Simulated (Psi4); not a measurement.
**BaS (SMILES [S][Ba]): DSD-PBEP86/def2-TZVP (core potential)**

What is the vertical ionisation energy of BaS at DSD-PBEP86/def2-TZVP (core potential)? 

The results are computed with Psi4 1.11.

1 further run of the same task is left out (set aside as unsound or not needed).

## (1) The molecule

The species is BaS (2 atoms), meant as a singlet with charge 0. SMILES: `[S][Ba]`. Geometry: the measured bond length.

Bond lengths: S1–Ba2 2.507 Å.

## (2) A single-point energy at DSD-PBEP86/def2-TZVP (core potential)

File bas.inp:

```
memory 1600 mb

molecule {
  0 1
  S
  Ba 1 r2

  r2 = 2.5074
  symmetry c1
}

set puream true
set e_convergence 1e-09
set d_convergence 1e-08
set scf_type pk
set dft_radial_points 99
set dft_spherical_points 590
set num_frozen_docc 5

energy('dsd-pbep86/def2-TZVP')
print_variables()
```

Run with:

```bash
psi4 bas.inp bas.out -n 1
```

bas.out:

```text
[...]
    !!!  WARNING: ECP capability is in beta. Please check occupations closely.  !!!
[...]
  Running in c1 symmetry.
[...]
  Nuclear repulsion =   33.767390008454974
[...]
  Multiplicity = 1
[...]
  Nalpha       = 13
  Nbeta        = 13
[...]
    Number of basis functions: 77
[...]
   @RKS iter   1:  -422.88019220648096   -1.06603e-01   7.81283e-03 ADIIS/DIIS
[...]
   @RKS iter  12:  -423.12430334690214   -2.50679e-11   7.16224e-09 DIIS
[...]
    Orbital Energies [Eh]
    ---------------------
    Doubly Occupied:
       1A    -90.715163     2A     -8.451393     3A     -6.224982
       4A     -6.224982     5A     -6.224870     6A     -1.473850
       7A     -0.838328     8A     -0.810029     9A     -0.810029
      10A     -0.637072    11A     -0.222409    12A     -0.222409
      13A     -0.220527
[...]
  @RKS Final Energy:  -423.12430334690214
   => Energetics <=
    Nuclear Repulsion Energy =             33.7673900084549743
    One-Electron Energy =                -661.6671785151251015
    Two-Electron Energy =                 213.1870374693107237
    DFT Exchange-Correlation Energy =      -8.4115523095427420
    Empirical Dispersion Energy =           0.0000000000000000
    VV10 Nonlocal Energy =                  0.0000000000000000
    Total Energy =                       -423.1243033469021384
[...]
 Multipole Moments:
 ------------------------------------------------------------------------------------
     Multipole            Electronic (a.u.)      Nuclear  (a.u.)        Total (a.u.)
 ------------------------------------------------------------------------------------
 L = 1.  Multiply by 2.5417464519 to convert [e a0] to [Debye]
 Dipole X            :          0.0000001            0.0000000            0.0000001
 Dipole Y            :         -0.0000000            0.0000000           -0.0000000
 Dipole Z            :         57.3790644          -52.6265014            4.7525631
 Magnitude           :                                                    4.7525631
[...]
```

Run time: 8.1 s. Hardware: 1 thread of Intel Xeon Platinum 8488C (Sapphire Rapids), shared host; peak memory 0.5 GiB.

## (3) The doublet cation, same level

File bas.xyz:

```xyz
2
BaS
S      0.000000     0.000000     0.000000
Ba     0.000000     0.000000     2.507400
```

File run.py:

```python
import numpy as np
from ase.calculators.psi4 import Psi4
from ase.io import read

a = read('bas.xyz')
calc = Psi4(atoms=a, method='dsd-pbep86', basis='def2-TZVP', memory='1600MB', num_threads=1, charge=1, multiplicity=2, label='bas', reference='uks')
calc.psi4.set_options({'puream': True, 'e_convergence': 1e-09, 'd_convergence': 1e-08, 'scf_type': 'pk', 'dft_radial_points': 99, 'dft_spherical_points': 590, 'num_frozen_docc': 5, 'maxiter': 200})
a.calc = calc

print(f'energy: {a.get_potential_energy():.6f} eV')
```

Run with:

```bash
python run.py
```

bas.dat:

```text
[...]
    !!!  WARNING: ECP capability is in beta. Please check occupations closely.  !!!
[...]
  Running in c1 symmetry.
[...]
  Nuclear repulsion =   33.767390008454974
[...]
  Multiplicity = 2
[...]
  Nalpha       = 13
  Nbeta        = 12
[...]
    Number of basis functions: 77
[...]
   @UKS iter   1:  -422.82162175034728   -4.80328e-02   5.01826e-03 DIIS/ADIIS
[...]
   @UKS iter  13:  -422.91319976234172   -2.21689e-12   2.08486e-09 DIIS
[...]
   @S^2 Observed:                7.599367959E-01
[...]
    Orbital Energies [Eh]
    ---------------------
    Alpha Occupied:
       1A    -90.997671     2A     -8.734148     3A     -6.521961
       4A     -6.503857     5A     -6.503857     6A     -1.714864
       7A     -1.101810     8A     -1.041172     9A     -1.041172
      10A     -0.925557    11A     -0.537416    12A     -0.483581
      13A     -0.483581
    Alpha Virtual:
      14A     -0.180598    15A     -0.137123    16A     -0.137122
      17A     -0.131741    18A     -0.131741    19A     -0.129135
      20A     -0.085895    21A     -0.085895    22A     -0.054475
      23A     -0.043982    24A     -0.028417    25A     -0.028417
[...]
  @UKS Final Energy:  -422.91319976234172
   => Energetics <=
    Nuclear Repulsion Energy =             33.7673900084549743
    One-Electron Energy =                -655.0152744069222308
    Two-Electron Energy =                 206.6689779950291950
    DFT Exchange-Correlation Energy =      -8.3342933589036754
    Empirical Dispersion Energy =           0.0000000000000000
    VV10 Nonlocal Energy =                  0.0000000000000000
    Total Energy =                       -422.9131997623417192
[...]
 Multipole Moments:
 ------------------------------------------------------------------------------------
     Multipole            Electronic (a.u.)      Nuclear  (a.u.)        Total (a.u.)
 ------------------------------------------------------------------------------------
 L = 1.  Multiply by 2.5417464519 to convert [e a0] to [Debye]
 Dipole X            :          0.0000018            0.0000000            0.0000018
 Dipole Y            :         -0.0000009            0.0000000           -0.0000009
 Dipole Z            :         55.5328924          -52.6265014            2.9063910
 Magnitude           :                                                    2.9063910
[...]
```

The script printed:

```text
Memory set to   1.490 GiB by Python driver.
  Threads set to 1 by Python driver.

  Memory set to   1.490 GiB by Python driver.
  Threads set to 1 by Python driver.
energy: -11512.260994 eV
```

Wall time 9.9 s (1 thread of Intel Xeon Platinum 8488C (Sapphire Rapids), shared host); peak memory 0.51 GiB.

## (4) Summary of results

At DSD-PBEP86/def2-TZVP (core potential), 5 core orbitals frozen:

| quantity | value |
| --- | --- |
| singlet BaS: total energy | -423.30618 Eh |
| singlet BaS: HOMO energy (SCF part's orbitals) | -6.00 eV |
| singlet BaS: LUMO energy (SCF part's orbitals) | -0.89 eV |
| singlet BaS: HOMO–LUMO gap (SCF part's orbitals) | 5.11 eV |
| doublet cation: total energy | -423.06779 Eh |
| doublet cation: HOMO energy (SCF part's orbitals) (highest over α and β) | -12.71 eV |
| doublet cation: LUMO energy (SCF part's orbitals) (lowest over α and β) | -5.77 eV |
| doublet cation: ⟨S²⟩ | 0.760 |
| vertical ionisation energy (to the doublet cation) | 6.487 eV |

In words: The vertical ionisation energy comes to 6.49 eV (626 kJ/mol). The negative HOMO energy of the first species, 6.00 eV, lies 0.49 eV below that difference.
